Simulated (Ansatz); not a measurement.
# GaPN (sextet): the correlation ladder, cc-pVDZ

Aim: climb from Hartree-Fock through coupled cluster for GaPN (sextet) at one geometry and basis, and see what each rung misses.

Program: Ansatz 0.2.0, Gaussian basis. Level of theory: cc-pVDZ, core rule «outside noble gas», up to 20 orbitals frozen. These are calculated values, not measurements.

The runs, in order: UHF; CCSD(T) on ROHF; CCSD(T) on UHF; BCCD(T) on ROHF; CISD as a restricted active space (open shells left free, so some higher excitations enter); CCSDT(Q) on ROHF; CCSDT(Q) on UHF.

35 further runs of the same task are left out: 8 for a known fault of the program, 12 that didn't finish, 15 set aside as unsound or not needed. Runs told in other sessions of the task aren't counted.

## 1. The geometry

The geometry is a PBE0/def2-TZVP stationary point (not a proven minimum) of the parent state, kept for this charge and spin. No spin-orbit coupling is included. The filled d shell of Ga may be among the frozen orbitals whatever the setting's name suggests.

3 atoms, charge 0, spin multiplicity 6.

Atoms are counted from 1 here; the program's logs count them from 0.

Bond lengths: N1–Ga2 1.836 Å, Ga2–P3 2.174 Å. Angles: N1–Ga2–P3 180.0°.

## 2. UHF

Input file in.yaml:

```yaml
crystal:
  periodic: [false, false, false]
  atoms:
    - {symbol: N, position_ang: [0.000000, 0.000000, -1.948900]}
    - {symbol: Ga, position_ang: [0.000000, 0.000000, -0.112500]}
    - {symbol: P, position_ang: [0.000000, 0.000000, 2.061400]}
basis:
  gaussian: {orbitals: cc-pVDZ}
magnetization: {spin_polarized: true, initial_magnetization: 5}
hamiltonian: {xc: hf}
output: {orbitals: {seedname: orbitals}}
```

Run with:

```sh
ansatz run in.yaml --threads 1 --pin off --events-out ev --progress --plain --max-ram 2393MiB
```

After this run come: CCSD(T) on ROHF; CCSD(T) on UHF; BCCD(T) on ROHF; CISD as a restricted active space (open shells left free, so some higher excitations enter); CCSDT(Q) on ROHF; CCSDT(Q) on UHF.

Q: Predict the results of all the runs planned. Wanted: UCCSDT(Q) from the RHF energy; RMP2 from UCCSDT(Q); UMP2 from UCCSDT(Q); RCCSD from UCCSDT(Q); RCCSD(T) from UCCSDT(Q); UCCSD(T) from UCCSDT(Q); RCCSDT(Q) from UCCSDT(Q); T1 diagnostic.

As calculated:

| quantity | value |
| --- | --- |
| UCCSDT(Q) from the ROHF energy | -7.5396 eV |
| RMP2 from UCCSDT(Q) | +1357.7 meV |
| UMP2 from UCCSDT(Q) | +1429.9 meV |
| RCCSD from UCCSDT(Q) | +282.3 meV |
| RCCSD(T) from UCCSDT(Q) | +65.7 meV |
| UCCSD(T) from UCCSDT(Q) | +65.3 meV |
| RCCSDT(Q) from UCCSDT(Q) | +4.0 meV |
| levels within 1 kcal/mol (43 meV) | RCCSDT, UCCSDT, RCCSDT(Q) |
| T1 diagnostic | 0.024 |

RCCSD(T) lands +65.7 meV from the yardstick (0.9 % of the correlation energy). Coupled cluster took another determinant than the lowest Hartree-Fock one. These misses are within one basis, not against nature; the frozen cores of restricted and unrestricted runs differ, which can shift their rows.
